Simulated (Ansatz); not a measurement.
# ZnInGaO4: the cost of one run

Computed with Ansatz 0.2.0 (DFT PBE, scalar-relativistic, plane waves, PAW, unless a step's input says otherwise).

## (1) The structure to begin with

Symmetry: R3m, No. 160, trigonal system. The conventional cell has a = 3.361 Å, b = 3.361 Å, c = 26.140 Å, α = 90.00°, β = 90.00°, γ = 120.00°. Around Zn (site symmetry 3m) lie 4 O at 2.01 to 2.02 Å. In (site symmetry 3m) has 6 O at 2.22 to 2.23 Å as nearest neighbours. Ga (site symmetry 3m) is surrounded by 5 O at 1.94 to 2.00 Å. Around O (site symmetry 3m) lie 1 Zn at 2.01 Å and 3 In at 2.22 Å. Around O (site symmetry 3m) lie 1 Ga at 1.98 Å and 3 In at 2.23 Å. Around O (site symmetry 3m) lie 3 Ga at 1.94 Å. Around O (site symmetry 3m) lie 1 Ga at 2.00 Å and 3 Zn at 2.02 Å.

As a file:

```cif
data_structure
_symmetry_space_group_name_H-M 'P 1'
_symmetry_Int_Tables_number 1
_cell_length_a 8.9268
_cell_length_b 8.9268
_cell_length_c 8.9268
_cell_angle_alpha 21.699
_cell_angle_beta 21.699
_cell_angle_gamma 21.699
_cell_volume 85.22
loop_
_atom_site_label
_atom_site_type_symbol
_atom_site_fract_x
_atom_site_fract_y
_atom_site_fract_z
_atom_site_occupancy
Zn1 Zn 0.21838 0.21838 0.21838 1
In1 In 0.00277 0.00277 0.00277 1
Ga1 Ga 0.78703 0.78703 0.78703 1
O1 O 0.29514 0.29514 0.29514 1
O2 O 0.71136 0.71136 0.71136 1
O3 O 0.12172 0.12172 0.12172 1
O4 O 0.86360 0.86360 0.86360 1
```

The structure comes from the Materials Project (structure only).

## (2) Quick check of gap, pressure and forces

File input.yaml:

```yaml
crystal:
  lattice:
    - [1.6803268679, 0.9701371695, 8.713405462]
    - [-1.6803268679, 0.9701371695, 8.713405462]
    - [0.0, -1.940274339, 8.713405462]
  atoms:
    - { symbol: Zn, position: [0.218382, 0.218382, 0.218382] }
    - { symbol: In, position: [0.002768, 0.002768, 0.002768] }
    - { symbol: Ga, position: [0.787034, 0.787034, 0.787034] }
    - { symbol: O, position: [0.295143, 0.295143, 0.295143] }
    - { symbol: O, position: [0.711358, 0.711358, 0.711358] }
    - { symbol: O, position: [0.121717, 0.121717, 0.121717] }
    - { symbol: O, position: [0.863599, 0.863599, 0.863599] }
basis:
  ecutwfc: 420
kpoints:
  mp_grid: { grid: [6, 6, 6] }
hamiltonian:
  xc: pbe
scf:
  occupations: { method: gaussian, width: 0.1 }
output:
  forces: true
  stress: true
  eigenvalues: true
```

Run with:

```console
ansatz run input.yaml --threads 2 --pin off --max-ram 5120MiB --backend cpu --events-out ev --progress --plain --runs-dir out
```

**Question.** How long does this run take on 2 threads of Intel Xeon at 2.50GHz (Skylake/Cascade Lake), shared host, and how much memory does it need?

About 9.4 s, with a peak of 0.42 GiB.
